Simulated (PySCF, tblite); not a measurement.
**C₂H₉NSi₂: a rotation path, then NMR shifts on frames**

How do NMR shifts of C₂H₉NSi₂ (`C=C[SiH2]N[SiH3]`) change as the atoms move?

Programs: tblite 0.8.0 and PySCF 2.14.0, with density-fitted response routines of our own. Each step states its level of theory. These are calculated values for one molecule in the gas phase, unless marked as measured. Atoms are numbered from 0 throughout.

## 1. The molecule as given

14 atoms, charge 0, multiplicity 1; geometry from: GFN2-xTB.

Bonds of the start (Å): C0–C1 1.32, C1–Si2 1.88, Si2–N3 1.73, N3–Si4 1.73, C0–H5 1.08, C0–H6 1.08, C1–H7 1.08, Si2–H8 1.47, Si2–H9 1.47, N3–H10 1.01, Si4–H11 1.47, Si4–H12 1.46, Si4–H13 1.46.

## 2. A band between two rotamers with GFN2-xTB

The job: settings as JSON, then the geometry in Å.

```
{"job": {"kind": "neb", "xc": "GFN2-xTB", "basis": "xTB", "atoms": [1, 2, 3, 4], "turn": 120}, "charge": 0, "multiplicity": 1}
C     -2.513830    -0.391546     0.117949
C     -1.884838     0.278119    -0.834346
Si    -0.017734     0.449782    -1.010894
N      0.707458     0.019370     0.501230
Si     2.377046    -0.262022     0.859860
H     -3.590109    -0.472615     0.164989
H     -1.973424    -0.898209     0.902155
H     -2.481845     0.761763    -1.598389
H      0.294626     1.837570    -1.391985
H      0.512154    -0.472370    -2.018719
H      0.127533     0.195169     1.305952
H      3.162903     0.976391     0.796151
H      2.880782    -1.216351    -0.124798
H      2.398599    -0.805524     2.219074
```

Method: GFN2-xTB climbing-image nudged elastic band, gas phase.

The run is started by

```console
OMP_NUM_THREADS=1 python probes_run.py task.json out
```

One launch serves the whole session: the jobs run in the order shown.

The log of the run:

```text
image   E - E0 / eV
  0      -0.0000
  1       0.0046
  2       0.0151
  3       0.0260
  4       0.0337
  5       0.0362
  6       0.0314
  7       0.0199
  8       0.0029
```

Run time: 2.7 s. Hardware: 1 thread of Arm Neoverse V2, shared host; peak memory 0.18 GiB.

The final band, with the dihedral C1–Si2–N3–Si4:

```
image  dihedral (°)  energy (eV)  energy (kcal/mol)
    0           169        0.000                0.0
    1           183        0.005                0.1
    2           196        0.015                0.3
    3           209        0.026                0.6
    4           224        0.034                0.8
    5           240        0.036                0.8
    6           256        0.031                0.7
    7           273        0.020                0.5
    8           282        0.003                0.1
```

## 3. NMR shieldings: image 0, PBE0/pcSseg-1

The job: settings as JSON, then the geometry in Å.

```
{"job": {"kind": "nmr", "xc": "PBE0", "basis": "pcSseg-1", "pop": false}, "charge": 0, "multiplicity": 1}
C     -2.513800    -0.391500     0.117900
C     -1.884800     0.278100    -0.834300
Si    -0.017700     0.449800    -1.010900
N      0.707500     0.019400     0.501200
Si     2.377000    -0.262000     0.859900
H     -3.590100    -0.472600     0.165000
H     -1.973400    -0.898200     0.902200
H     -2.481800     0.761800    -1.598400
H      0.294600     1.837600    -1.392000
H      0.512200    -0.472400    -2.018700
H      0.127500     0.195200     1.306000
H      3.162900     0.976400     0.796200
H      2.880800    -1.216400    -0.124800
H      2.398600    -0.805500     2.219100
```

Method: GIAO PBE0/pcSseg-1 NMR shielding, non-relativistic, gas phase.

The log of the run:

```text
coarse grid: 12064 points
cycle   1  E = -714.8414576880  dE =  2.318e-01  |g| = 5.006e-01  |ddm| = 3.296e+00
cycle   2  E = -714.7947669410  dE =  4.669e-02  |g| = 6.741e-01  |ddm| = 1.017e+00
cycle   3  E = -714.8967892462  dE = -1.020e-01  |g| = 7.134e-02  |ddm| = 6.696e-01
cycle   4  E = -714.8978476203  dE = -1.058e-03  |g| = 2.444e-02  |ddm| = 8.255e-02
cycle   5  E = -714.8979994955  dE = -1.519e-04  |g| = 4.203e-03  |ddm| = 2.415e-02
cycle   6  E = -714.8980039882  dE = -4.493e-06  |g| = 7.181e-04  |ddm| = 5.481e-03
final grid: 105608 points
cycle   7  E = -714.9238982952  dE = -1.685e-05  |g| = 6.649e-03  |ddm| = 1.771e-02
cycle   8  E = -714.9238913427  dE =  6.952e-06  |g| = 8.689e-03  |ddm| = 1.276e-02
cycle   9  E = -714.9239087066  dE = -1.736e-05  |g| = 8.922e-04  |ddm| = 7.489e-03
cycle  10  E = -714.9239088829  dE = -1.764e-07  |g| = 1.890e-04  |ddm| = 8.442e-04
cycle  11  E = -714.9239088914  dE = -8.419e-09  |g| = 4.100e-05  |ddm| = 1.941e-04
cycle  12  E = -714.9239088916  dE = -2.332e-10  |g| = 2.838e-05  |ddm| = 5.895e-05
converged SCF energy = -714.9239088916

GIAO shielding tensors (ppm)
atom      isotropic    diamagn.    paramagn.     s11        s22        s33       span
  0 C       45.894     255.053    -209.160    -82.272     46.807    173.146    255.418
  1 C       45.124     261.963    -216.839    -70.524     31.945    173.952    244.476
  2 Si     390.979     881.675    -490.696    354.842    372.155    445.941     91.099
  3 N      273.900     326.675     -52.775    252.986    261.131    307.583     54.598
  4 Si     405.077     879.533    -474.456    359.675    386.395    469.163    109.488
  5 H       25.152      28.348      -3.196     22.377     24.653     28.427      6.050
  6 H       25.511      33.800      -8.289     22.191     24.374     29.968      7.777
  7 H       25.261      29.744      -4.483     23.747     25.059     26.977      3.230
  8 H       26.628      30.025      -3.397     22.829     24.918     32.135      9.306
  9 H       26.657      30.430      -3.773     23.595     25.161     31.214      7.618
 10 H       32.290      35.699      -3.409     22.575     30.500     43.796     21.221
 11 H       26.866      28.557      -1.692     23.064     25.000     32.533      9.469
 12 H       26.955      29.214      -2.259     23.564     25.488     31.814      8.250
 13 H       26.917      28.860      -1.944     23.293     25.348     32.109      8.815
```

Wall time 10 s (1 thread of Arm Neoverse V2, shared host); peak memory 0.7 GiB.

The references, computed at this level on geometries of the same kind, shield at (ppm): ¹H TMS 31.72, ¹³C TMS 186.9, ²⁹Si TMS 349.2, ¹⁵N NH3 267.7. Their shielding less the atom's gives the shift. The references are single molecules in the gas phase, so shifts against H2O, NH3, PH3, H3PO4 or CFCl3 are not on the usual liquid scales and can be off by tens of ppm. Each atom is listed at this fixed geometry, with no averaging over motion; a spectrum would average atoms that exchange fast.

```
atoms                            environment  σ (ppm)  δ (ppm)
   C1                              alkene CH     45.1    141.8
   C0                   terminal =CH2 carbon     45.9    141.0
   H5     hydrogen on a terminal =CH2 carbon    25.15     6.56
   H7               hydrogen on an alkene CH    25.26     6.46
   H6     hydrogen on a terminal =CH2 carbon    25.51     6.21
   H8   hydrogen on a silicon bonded to C, N    26.63     5.09
   H9   hydrogen on a silicon bonded to C, N    26.66     5.06
  H11      hydrogen on a silicon bonded to N    26.87     4.85
  H13      hydrogen on a silicon bonded to N    26.92     4.80
  H12      hydrogen on a silicon bonded to N    26.96     4.76
  H10  hydrogen on a nitrogen bonded to 2 Si    32.29    -0.57
  Si2            silicon bonded to C, N, 2 H    391.0    -41.8
  Si4               silicon bonded to N, 3 H    405.1    -55.9
   N3             nitrogen bonded to 2 Si, H    273.9     -6.2
```

## 4. NMR shieldings: image 2, PBE0/pcSseg-1

The job: settings as JSON, then the geometry in Å.

```
{"job": {"kind": "nmr", "xc": "PBE0", "basis": "pcSseg-1", "pop": false}, "charge": 0, "multiplicity": 1}
C     -2.543300    -0.213300     0.181100
C     -1.861800     0.330500    -0.813100
Si    -0.001500     0.225700    -1.080300
N      0.733600    -0.236700     0.416300
Si     2.392000    -0.122600     0.892100
H     -3.614300    -0.114700     0.280200
H     -2.060900    -0.791900     0.953900
H     -2.411600     0.891600    -1.558900
H      0.494600     1.542200    -1.502400
H      0.309500    -0.775200    -2.110800
H      0.090600    -0.429200     1.166200
H      2.768400     1.272000     1.153900
H      3.194600    -0.658900    -0.204300
H      2.509400    -0.920000     2.114300
```

With the program's defaults for keys left out, this is: GIAO PBE0/pcSseg-1 NMR shielding, non-relativistic, gas phase.

The log of the run:

```text
coarse grid: 12064 points
cycle   1  E = -714.8386778356  dE =  2.400e-01  |g| = 5.045e-01  |ddm| = 3.302e+00
cycle   2  E = -714.7920853478  dE =  4.659e-02  |g| = 6.771e-01  |ddm| = 1.027e+00
cycle   3  E = -714.8947833813  dE = -1.027e-01  |g| = 7.033e-02  |ddm| = 6.761e-01
cycle   4  E = -714.8958112187  dE = -1.028e-03  |g| = 2.424e-02  |ddm| = 8.306e-02
cycle   5  E = -714.8959606375  dE = -1.494e-04  |g| = 4.183e-03  |ddm| = 2.392e-02
cycle   6  E = -714.8959652323  dE = -4.595e-06  |g| = 5.819e-04  |ddm| = 5.550e-03
final grid: 105608 points
cycle   7  E = -714.9218334537  dE = -1.650e-05  |g| = 6.762e-03  |ddm| = 1.719e-02
cycle   8  E = -714.9218262300  dE =  7.224e-06  |g| = 8.855e-03  |ddm| = 1.274e-02
cycle   9  E = -714.9218440311  dE = -1.780e-05  |g| = 9.136e-04  |ddm| = 7.622e-03
cycle  10  E = -714.9218442192  dE = -1.881e-07  |g| = 1.995e-04  |ddm| = 9.219e-04
cycle  11  E = -714.9218442280  dE = -8.860e-09  |g| = 5.882e-05  |ddm| = 1.866e-04
cycle  12  E = -714.9218442286  dE = -6.329e-10  |g| = 2.778e-05  |ddm| = 5.509e-05
converged SCF energy = -714.9218442286

GIAO shielding tensors (ppm)
atom      isotropic    diamagn.    paramagn.     s11        s22        s33       span
  0 C       47.952     255.202    -207.250    -80.147     51.260    172.743    252.890
  1 C       45.564     262.122    -216.559    -71.856     31.699    176.848    248.704
  2 Si     392.603     881.686    -489.083    361.655    370.312    445.841     84.186
  3 N      281.875     327.654     -45.778    258.916    274.999    311.711     52.795
  4 Si     405.744     879.587    -473.843    360.992    388.734    467.505    106.513
  5 H       25.194      28.393      -3.199     22.445     24.584     28.553      6.109
  6 H       25.742      33.877      -8.135     22.350     24.702     30.174      7.824
  7 H       25.186      29.759      -4.573     23.612     24.932     27.013      3.401
  8 H       26.704      30.361      -3.657     23.111     25.200     31.801      8.689
  9 H       26.557      29.954      -3.397     23.224     24.753     31.694      8.470
 10 H       32.170      36.395      -4.225     21.706     30.489     44.315     22.609
 11 H       26.853      28.888      -2.035     23.047     25.096     32.415      9.368
 12 H       26.931      28.939      -2.008     23.450     25.371     31.972      8.522
 13 H       26.909      28.794      -1.885     23.319     25.307     32.100      8.780
```

Run time: 9.8 s. Hardware: 1 thread of Arm Neoverse V2, shared host; peak memory 0.72 GiB.

This run: δ C1 141.4, C0 139.0, Si2 -43.4, Si4 -56.6, H7 6.53, H5 6.52 ppm.

## 5. Shielding tensors: image 5, PBE0/pcSseg-1

The job: settings as JSON, then the geometry in Å.

```
{"job": {"kind": "nmr", "xc": "PBE0", "basis": "pcSseg-1", "pop": false}, "charge": 0, "multiplicity": 1}
C     -2.415300     0.049900     0.307300
C     -1.783100     0.419200    -0.794800
Si    -0.007100    -0.044800    -1.228400
N      0.818600    -0.582400     0.197900
Si     2.234000     0.036700     0.976200
H     -3.431100     0.341500     0.530100
H     -1.937100    -0.566700     1.052800
H     -2.317800     1.038400    -1.505400
H      0.711400     1.127700    -1.726300
H     -0.010000    -1.131200    -2.221500
H      0.294000    -1.243800     0.747400
H      1.979100     1.327000     1.630700
H      3.256100     0.191000    -0.056600
H      2.607500    -0.962800     1.978900
```

With the program's defaults for keys left out, this is: GIAO PBE0/pcSseg-1 NMR shielding, non-relativistic, gas phase.

The log of the run:

```text
coarse grid: 12064 points
cycle   1  E = -714.8392127849  dE =  2.302e-01  |g| = 5.041e-01  |ddm| = 3.295e+00
cycle   2  E = -714.7939794366  dE =  4.523e-02  |g| = 6.728e-01  |ddm| = 9.904e-01
cycle   3  E = -714.8954284044  dE = -1.014e-01  |g| = 7.182e-02  |ddm| = 6.442e-01
cycle   4  E = -714.8965009130  dE = -1.073e-03  |g| = 2.434e-02  |ddm| = 8.243e-02
cycle   5  E = -714.8966514912  dE = -1.506e-04  |g| = 4.331e-03  |ddm| = 2.467e-02
cycle   6  E = -714.8966560677  dE = -4.577e-06  |g| = 8.866e-04  |ddm| = 5.500e-03
final grid: 105608 points
cycle   7  E = -714.9228126832  dE = -1.939e-05  |g| = 6.681e-03  |ddm| = 1.939e-02
cycle   8  E = -714.9228058990  dE =  6.784e-06  |g| = 8.658e-03  |ddm| = 1.280e-02
cycle   9  E = -714.9228232343  dE = -1.734e-05  |g| = 9.230e-04  |ddm| = 7.369e-03
cycle  10  E = -714.9228234242  dE = -1.898e-07  |g| = 2.067e-04  |ddm| = 8.450e-04
cycle  11  E = -714.9228234344  dE = -1.021e-08  |g| = 5.932e-05  |ddm| = 2.211e-04
cycle  12  E = -714.9228234350  dE = -6.580e-10  |g| = 3.201e-05  |ddm| = 7.399e-05
cycle  13  E = -714.9228234353  dE = -2.556e-10  |g| = 3.144e-06  |ddm| = 2.616e-05
converged SCF energy = -714.9228234353

GIAO shielding tensors (ppm)
atom      isotropic    diamagn.    paramagn.     s11        s22        s33       span
  0 C       46.626     255.169    -208.544    -80.938     48.106    172.708    253.646
  1 C       43.887     262.557    -218.670    -74.039     30.808    174.892    248.931
  2 Si     390.059     881.401    -491.342    351.094    378.333    440.750     89.655
  3 N      279.100     326.732     -47.632    262.622    269.457    305.221     42.600
  4 Si     404.531     879.736    -475.205    364.608    382.342    466.644    102.036
  5 H       25.167      28.794      -3.627     22.456     24.672     28.373      5.917
  6 H       25.751      34.088      -8.337     22.369     24.729     30.155      7.786
  7 H       25.236      30.092      -4.856     23.463     25.123     27.122      3.659
  8 H       26.855      30.618      -3.763     23.398     25.884     31.282      7.884
  9 H       26.557      29.358      -2.801     22.838     24.851     31.982      9.144
 10 H       32.247      35.297      -3.050     22.840     29.863     44.037     21.197
 11 H       26.874      29.594      -2.720     22.876     25.355     32.392      9.515
 12 H       26.921      29.006      -2.085     23.229     25.496     32.037      8.807
 13 H       26.910      28.834      -1.924     23.572     25.110     32.048      8.477
```

It took 10 s on 1 thread of Arm Neoverse V2, shared host; peak memory 0.73 GiB.

Key values: δ C1 143.0, C0 140.3, Si2 -40.9, Si4 -55.4, H5 6.55, H7 6.48 ppm.

## 6. Nuclear shieldings: image 6, PBE0/pcSseg-1

The job: settings as JSON, then the geometry in Å.

```
{"job": {"kind": "nmr", "xc": "PBE0", "basis": "pcSseg-1", "pop": false}, "charge": 0, "multiplicity": 1}
C     -2.326900     0.139700     0.356100
C     -1.734800     0.451700    -0.785700
Si    -0.007300    -0.124500    -1.281500
N      0.868100    -0.692400     0.104500
Si     2.132800     0.070100     1.006700
H     -3.314300     0.486100     0.624000
H     -1.838600    -0.483200     1.089800
H     -2.273200     1.081300    -1.484500
H      0.756500     0.994000    -1.831800
H     -0.113100    -1.241300    -2.232600
H      0.412100    -1.451400     0.585700
H      1.663900     1.243700     1.756400
H      3.152200     0.471300     0.040000
H      2.621900    -0.945600     1.941200
```

Level: GIAO PBE0/pcSseg-1 NMR shielding, non-relativistic, gas phase.

The log of the run:

```text
coarse grid: 12064 points
cycle   1  E = -714.8404714229  dE =  2.266e-01  |g| = 5.024e-01  |ddm| = 3.293e+00
cycle   2  E = -714.7959524618  dE =  4.452e-02  |g| = 6.693e-01  |ddm| = 9.717e-01
cycle   3  E = -714.8963547100  dE = -1.004e-01  |g| = 7.293e-02  |ddm| = 6.288e-01
cycle   4  E = -714.8974616338  dE = -1.107e-03  |g| = 2.445e-02  |ddm| = 8.233e-02
cycle   5  E = -714.8976134001  dE = -1.518e-04  |g| = 4.489e-03  |ddm| = 2.506e-02
cycle   6  E = -714.8976179640  dE = -4.564e-06  |g| = 1.347e-03  |ddm| = 5.579e-03
final grid: 105608 points
cycle   7  E = -714.9234751147  dE = -1.728e-05  |g| = 6.877e-03  |ddm| = 1.904e-02
cycle   8  E = -714.9234666508  dE =  8.464e-06  |g| = 9.176e-03  |ddm| = 1.349e-02
cycle   9  E = -714.9234863609  dE = -1.971e-05  |g| = 1.018e-03  |ddm| = 7.729e-03
cycle  10  E = -714.9234866036  dE = -2.427e-07  |g| = 2.121e-04  |ddm| = 8.772e-04
cycle  11  E = -714.9234866143  dE = -1.067e-08  |g| = 7.859e-05  |ddm| = 2.405e-04
cycle  12  E = -714.9234866156  dE = -1.364e-09  |g| = 2.599e-05  |ddm| = 8.032e-05
cycle  13  E = -714.9234866158  dE = -1.567e-10  |g| = 2.843e-06  |ddm| = 2.483e-05
converged SCF energy = -714.9234866158

GIAO shielding tensors (ppm)
atom      isotropic    diamagn.    paramagn.     s11        s22        s33       span
  0 C       46.069     255.278    -209.209    -81.426     46.709    172.924    254.349
  1 C       43.468     262.728    -219.260    -74.488     31.378    173.514    248.002
  2 Si     388.930     881.285    -492.355    344.337    382.374    440.081     95.744
  3 N      274.959     326.190     -51.231    259.803    265.400    299.674     39.871
  4 Si     404.070     879.833    -475.762    363.498    380.832    467.882    104.384
  5 H       25.164      28.989      -3.825     22.443     24.742     28.306      5.863
  6 H       25.681      34.125      -8.444     22.271     24.767     30.005      7.735
  7 H       25.272      30.282      -5.009     23.450     25.245     27.121      3.671
  8 H       26.867      30.562      -3.694     23.410     25.903     31.289      7.879
  9 H       26.581      29.267      -2.686     22.787     24.960     31.996      9.209
 10 H       32.184      34.696      -2.512     23.334     29.292     43.925     20.591
 11 H       26.887      29.868      -2.981     22.834     25.493     32.334      9.501
 12 H       26.944      29.172      -2.228     23.297     25.508     32.027      8.730
 13 H       26.912      28.868      -1.956     23.575     25.077     32.084      8.509
```

Run time: 10 s. Hardware: 1 thread of Arm Neoverse V2, shared host; peak memory 0.73 GiB.

In short: δ C1 143.5, C0 140.9, Si2 -39.8, Si4 -54.9, H5 6.55, H7 6.44 ppm.

## 7. Nuclear shieldings: image 8, PBE0/pcSseg-1

The job: settings as JSON, then the geometry in Å.

```
{"job": {"kind": "nmr", "xc": "PBE0", "basis": "pcSseg-1", "pop": false}, "charge": 0, "multiplicity": 1}
C     -2.089200     0.450700     0.462700
C     -1.684000     0.409700    -0.796700
Si    -0.010300    -0.242600    -1.373200
N      0.966900    -0.834700    -0.067800
Si     1.897400     0.046000     1.095700
H     -3.056900     0.829800     0.758100
H     -1.457100     0.102500     1.264600
H     -2.359200     0.773100    -1.562900
H      0.741800     0.836100    -2.017800
H     -0.216500    -1.386300    -2.270600
H      0.789900    -1.795600     0.177200
H      1.056200     0.790200     2.043200
H      2.743100     0.984000     0.361200
H      2.677200    -0.963300     1.814300
```

With the program's defaults for keys left out, this is: GIAO PBE0/pcSseg-1 NMR shielding, non-relativistic, gas phase.

The log of the run:

```text
coarse grid: 12064 points
cycle   1  E = -714.8434303541  dE =  2.257e-01  |g| = 4.980e-01  |ddm| = 3.295e+00
cycle   2  E = -714.8002242542  dE =  4.321e-02  |g| = 6.617e-01  |ddm| = 9.588e-01
cycle   3  E = -714.8983137035  dE = -9.809e-02  |g| = 7.246e-02  |ddm| = 6.183e-01
cycle   4  E = -714.8993942108  dE = -1.081e-03  |g| = 2.495e-02  |ddm| = 8.144e-02
cycle   5  E = -714.8995520138  dE = -1.578e-04  |g| = 4.666e-03  |ddm| = 2.577e-02
cycle   6  E = -714.8995562002  dE = -4.186e-06  |g| = 2.077e-03  |ddm| = 5.720e-03
final grid: 105608 points
cycle   7  E = -714.9251517689  dE = -1.312e-05  |g| = 7.175e-03  |ddm| = 1.700e-02
cycle   8  E = -714.9251396096  dE =  1.216e-05  |g| = 1.011e-02  |ddm| = 1.446e-02
cycle   9  E = -714.9251641172  dE = -2.451e-05  |g| = 1.116e-03  |ddm| = 8.462e-03
cycle  10  E = -714.9251644243  dE = -3.071e-07  |g| = 2.090e-04  |ddm| = 9.340e-04
cycle  11  E = -714.9251644342  dE = -9.911e-09  |g| = 8.560e-05  |ddm| = 2.395e-04
cycle  12  E = -714.9251644358  dE = -1.601e-09  |g| = 1.909e-05  |ddm| = 7.774e-05
cycle  13  E = -714.9251644359  dE = -8.595e-11  |g| = 2.556e-06  |ddm| = 2.102e-05
converged SCF energy = -714.9251644359

GIAO shielding tensors (ppm)
atom      isotropic    diamagn.    paramagn.     s11        s22        s33       span
  0 C       45.138     255.560    -210.423    -81.822     44.111    173.124    254.946
  1 C       43.356     262.969    -219.613    -72.075     34.094    168.050    240.125
  2 Si     388.701     881.100    -492.399    336.038    388.191    441.873    105.835
  3 N      271.212     325.356     -54.144    255.284    259.789    298.562     43.279
  4 Si     403.247     879.924    -476.677    356.828    383.683    469.230    112.403
  5 H       25.163      29.165      -4.003     22.476     24.802     28.210      5.734
  6 H       25.429      34.168      -8.739     22.381     24.510     29.397      7.016
  7 H       25.474      30.220      -4.746     23.859     25.381     27.183      3.324
  8 H       26.743      30.113      -3.370     23.192     25.680     31.355      8.163
  9 H       26.709      29.372      -2.663     22.786     25.306     32.034      9.248
 10 H       31.936      33.316      -1.380     23.150     28.556     44.102     20.952
 11 H       26.756      30.282      -3.525     22.341     25.960     31.969      9.628
 12 H       26.949      29.468      -2.519     23.485     25.427     31.936      8.451
 13 H       26.885      28.858      -1.973     23.477     25.039     32.141      8.665
```

Wall time 10 s (1 thread of Arm Neoverse V2, shared host); peak memory 0.73 GiB.

In short: δ C1 143.6, C0 141.8, Si2 -39.5, Si4 -54.1, H5 6.55, H6 6.29 ppm.

## 8. Run by run: NMR shifts

Shifts (ppm) of some atoms, chosen among heavy atoms and hydrogens apart, with basis size and wall time:

```
  frame     C1     C0    H6    H10    Si2    Si4     N3  functions   time
image 0  141.8  141.0  6.21  -0.57  -41.8  -55.9   -6.2        144   10 s
image 2  141.4  139.0  5.97  -0.45  -43.4  -56.6  -14.1        144  9.8 s
image 5  143.0  140.3  5.97  -0.53  -40.9  -55.4  -11.4        144   10 s
image 6  143.5  140.9  6.04  -0.47  -39.8  -54.9   -7.2        144   10 s
image 8  143.6  141.8  6.29  -0.22  -39.5  -54.1   -3.5        144   10 s
```

## 9. Results

| quantity | value |
| --- | --- |
| barrier | 0.036 eV (0.8 kcal/mol) at image 5 |
| end to end (GFN2-xTB) | 0.003 eV |
| ¹³C shifts against TMS (PBE0/pcSseg-1, image 0) | 141.8, 141.0 ppm |
| ¹H shifts against TMS (PBE0/pcSseg-1, image 0) | 6.56, 6.46, 6.21, 5.09, 5.06, 4.85, 4.80, 4.76, -0.57 ppm |
| ²⁹Si shifts against TMS (PBE0/pcSseg-1, image 0) | -41.8, -55.9 ppm |
| ¹⁵N shifts against NH3 (PBE0/pcSseg-1, image 0) | -6.2 ppm |
| range of the shift of N3 | -14.1 to -3.5 ppm |

Along the band the dihedral turns by 113°, and the top (dihedral 240°) lies 0.8 kcal/mol above the start (GFN2-xTB, rough), so at room temperature this motion is fast. The top was not checked by a frequency run. Shifts at one fixed geometry are not the observed spectrum, which averages over the motion. In ppm, N3 moves most: its shift spreads over 10.7 ppm, from -14.1 (image 2) to -3.5 (image 8).
